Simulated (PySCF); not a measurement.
# C2H9NSi (SMILES CC[SiH2]N): levels of theory compared

We compute a comparison of 5 runs (HF/STO-3G, HF/3-21G, HF/6-31G*, HF/6-31+G*, HF/6-311+G**) of C2H9NSi. Input form: a Python script.

The results are computed with PySCF 2.14.0.

## 1. The molecule

C2H9NSi has 13 atoms, charge 0, and is taken as a singlet. As SMILES, `CC[SiH2]N`. Geometry: relaxed at PBE0-D4/def2-TZVP. This is one conformer, not always the lowest.

Bond lengths: C1–C2 1.526 Å, C2–Si3 1.871 Å, Si3–N4 1.724 Å, C1–H5 1.093 Å, C1–H6 1.093 Å, C1–H7 1.093 Å, C2–H8 1.095 Å, C2–H9 1.097 Å, Si3–H10 1.498 Å, Si3–H11 1.490 Å, N4–H12 1.008 Å, N4–H13 1.007 Å. Some angles: C1–C2–Si3 113.2°, C2–Si3–N4 110.3°, C1–C2–H8 110.9°, C1–C2–H9 110.2°, Si3–C2–H8 108.1°, Si3–C2–H9 108.2°, C2–C1–H5 111.4°, C2–C1–H6 111.7°, C2–C1–H7 111.5°, C2–Si3–H10 107.4°.

## 2. The response to a field at HF/STO-3G (run 1)

File input.py:

```python
import numpy
from pyscf import gto, scf
from pyscf.prop.polarizability import rhf

molecule = gto.Mole()
molecule.atom = '''
C     -2.498596     2.514092    -0.984358
C     -1.247219     0.653089     0.828456
Si     1.451499    -1.106435    -0.627011
N      2.799818    -3.110867     1.557701
H     -3.275840     1.548442    -2.637491
H     -4.050061     3.535111    -0.081258
H     -1.150654     3.919292    -1.674486
H     -2.617649    -0.731702     1.525009
H     -0.542351     1.651054     2.502564
H      3.219526     0.814661    -1.722485
H      0.581847    -2.734245    -2.752953
H      3.572338    -2.405432     3.149040
H      3.796082    -4.612632     0.945241
'''
molecule.verbose = 3
molecule.unit = 'bohr'
molecule.max_memory = 1860
molecule.basis = 'sto-3g'
molecule.build()

mf = scf.RHF(molecule)
mf.conv_tol = 1e-10
mf.kernel()
if not mf.converged:
    mf = mf.newton().run(mf.mo_coeff, mf.mo_occ)

e_tot = mf.e_tot
print('E(%s) = %.9f' % ('HF', e_tot))
pol = rhf.Polarizability(mf)
alpha = pol.polarizability()
print('isotropic polarizability %.4f bohr^3' % (numpy.trace(alpha) / 3))
alpha_w = pol.polarizability_with_freq(freq=0.0774)
beta = pol.hyper_polarizability()
```

Launch:

```bash
$ OMP_NUM_THREADS=1 python input.py
```

Standard output:

```text
converged SCF energy = -419.419592713609
E(HF) = -419.419592714
isotropic polarizability 24.8767 bohr^3
```

Wall time 1.4 s (1 thread of Arm Neoverse V1, shared host); peak memory 0.11 GiB.

## 3. The response to a field at HF/3-21G (run 2)

File run.py:

```python
import numpy
from pyscf import gto
from pyscf.prop.polarizability import rhf

molecule = gto.M(
    atom=[
    ('C', (-1.322200, 1.330400, -0.520900)),
    ('C', (-0.660000, 0.345600, 0.438400)),
    ('Si', (0.768100, -0.585500, -0.331800)),
    ('N', (1.481600, -1.646200, 0.824300)),
    ('H', (-1.733500, 0.819400, -1.395700)),
    ('H', (-2.143200, 1.870700, -0.043000)),
    ('H', (-0.608900, 2.074000, -0.886100)),
    ('H', (-1.385200, -0.387200, 0.807000)),
    ('H', (-0.287000, 0.873700, 1.324300)),
    ('H', (1.703700, 0.431100, -0.911500)),
    ('H', (0.307900, -1.446900, -1.456800)),
    ('H', (1.890400, -1.272900, 1.666400)),
    ('H', (2.008800, -2.440900, 0.500200)),
],
    max_memory=1860,
    basis='3-21g',
    verbose=3,
)

hf = molecule.RHF()
hf.conv_tol = 1e-10
hf.kernel()
if not hf.converged:
    hf = hf.newton().run(hf.mo_coeff, hf.mo_occ)

e_tot = hf.e_tot
print(f'total energy: {e_tot:.8f} hartree')
pol = rhf.Polarizability(hf)
alpha = pol.polarizability()
print('isotropic polarizability %.4f bohr^3' % (numpy.trace(alpha) / 3))
alpha_w = pol.polarizability_with_freq(freq=0.0774)
beta = pol.hyper_polarizability()
```

Launch:

```bash
$ OMP_NUM_THREADS=1 python run.py
```

Standard output:

```text
converged SCF energy = -422.104189939997
total energy: -422.10418994 hartree
isotropic polarizability 43.7001 bohr^3
```

It took 5.7 s on 1 thread of Arm Neoverse V1, shared host; peak memory 0.13 GiB.

## 4. The polarisability at HF/6-31G(d) (spherical functions) (run 3)

Edit run.py of step 3 so:

```diff
@@ -4,3 +4,3 @@
 
-molecule = gto.M(
+mol = gto.M(
     atom=[
@@ -20,16 +20,17 @@
 ],
+    charge=0,
+    basis='6-31g*',
     max_memory=1860,
-    basis='3-21g',
-    verbose=3,
+    verbose=4,
 )
 
-hf = molecule.RHF()
-hf.conv_tol = 1e-10
-hf.kernel()
-if not hf.converged:
-    hf = hf.newton().run(hf.mo_coeff, hf.mo_occ)
+mf = mol.RHF()
+mf.conv_tol = 1e-10
+mf.kernel()
+if not mf.converged:
+    mf = mf.newton().run(mf.mo_coeff, mf.mo_occ)
 
-e_tot = hf.e_tot
-print(f'total energy: {e_tot:.8f} hartree')
-pol = rhf.Polarizability(hf)
+energy = mf.e_tot
+print('Final energy', energy)
+pol = rhf.Polarizability(mf)
 alpha = pol.polarizability()
```

Launch:

```bash
$ OMP_NUM_THREADS=1 python run.py
```

Standard output:

```text
PySCF version 2.14.0

[... 67 lines left out ...]
converged SCF energy = -424.360720593288
Final energy -424.3607205932882
[... 2 lines left out ...]
isotropic polarizability 46.0032 bohr^3
```

Wall time 20 s (1 thread of Arm Neoverse V1, shared host); peak memory 0.15 GiB.

Run 4 isn't shown in full; the table further down has it.

## 5. The polarisability at HF/6-311+G(d,p) (run 5)

File mol.xyz:

```xyz
13
C2H9NSi
C     -1.322200     1.330400    -0.520900
C     -0.660000     0.345600     0.438400
Si     0.768100    -0.585500    -0.331800
N      1.481600    -1.646200     0.824300
H     -1.733500     0.819400    -1.395700
H     -2.143200     1.870700    -0.043000
H     -0.608900     2.074000    -0.886100
H     -1.385200    -0.387200     0.807000
H     -0.287000     0.873700     1.324300
H      1.703700     0.431100    -0.911500
H      0.307900    -1.446900    -1.456800
H      1.890400    -1.272900     1.666400
H      2.008800    -2.440900     0.500200
```

File calc.py:

```python
import numpy
from pyscf import gto, scf
from pyscf.prop.polarizability import rhf

mol = gto.Mole()
mol.atom = 'mol.xyz'
mol.max_memory = 1860
mol.verbose = 3
mol.basis = '6-311+g**'
mol.build()

calc0 = scf.RHF(mol)
calc0.conv_tol = 1e-10
calc0.kernel()
if not calc0.converged:
    calc0 = calc0.newton().run(calc0.mo_coeff, calc0.mo_occ)

energy = calc0.e_tot
print('Final energy', energy)
pol = rhf.Polarizability(calc0)
alpha = pol.polarizability()
print('isotropic polarizability %.4f bohr^3' % (numpy.trace(alpha) / 3))
alpha_w = pol.polarizability_with_freq(freq=0.0774)
beta = pol.hyper_polarizability()
```

Launch:

```bash
$ OMP_NUM_THREADS=1 python calc.py
```

Standard output:

```text
converged SCF energy = -424.433344632319
Final energy -424.4333446323193
isotropic polarizability 53.6731 bohr^3
```

It took 7.8 min on 1 thread of Arm Neoverse V1, shared host; peak memory 0.6 GiB.

## 6. The series

```
run                             level  energy (Eh)  dipole moment (D)  HOMO energy (eV)  LUMO energy (eV)  wall time
  1                         HF/STO-3G  -419.419593               0.85             -8.04             13.57      1.4 s
  2                          HF/3-21G  -422.104190               1.17            -10.22              5.29      5.7 s
  3   HF/6-31G* (spherical functions)  -424.360721               1.13            -10.49              4.59       20 s
  4  HF/6-31+G* (spherical functions)  -424.366370               1.01            -10.61              1.66       38 s
  5                      HF/6-311+G**  -424.433345               0.94            -10.62              1.63    7.8 min
```

## 7. Results

```
                                   quantity          value
                        run 5: total energy  -424.43334 Eh
                       run 5: dipole moment         0.94 D
                         run 5: HOMO energy      -10.62 eV
                         run 5: LUMO energy        1.63 eV
                       run 5: HOMO–LUMO gap       12.24 eV
          run 5: mean static polarisability     53.7 bohr³
run 5: mean polarisability at ω = 0.0774 Eh     55.0 bohr³
```

The dipole moment (its size) runs from 0.85 D (HF/STO-3G) to 1.17 D (HF/3-21G). The HOMO–LUMO gap runs from 12.24 eV (HF/6-311+G**) to 21.60 eV (HF/STO-3G). In run 1 the basis is minimal, so the values are rough. All runs together took 8.9 min, the longest 7.8 min.
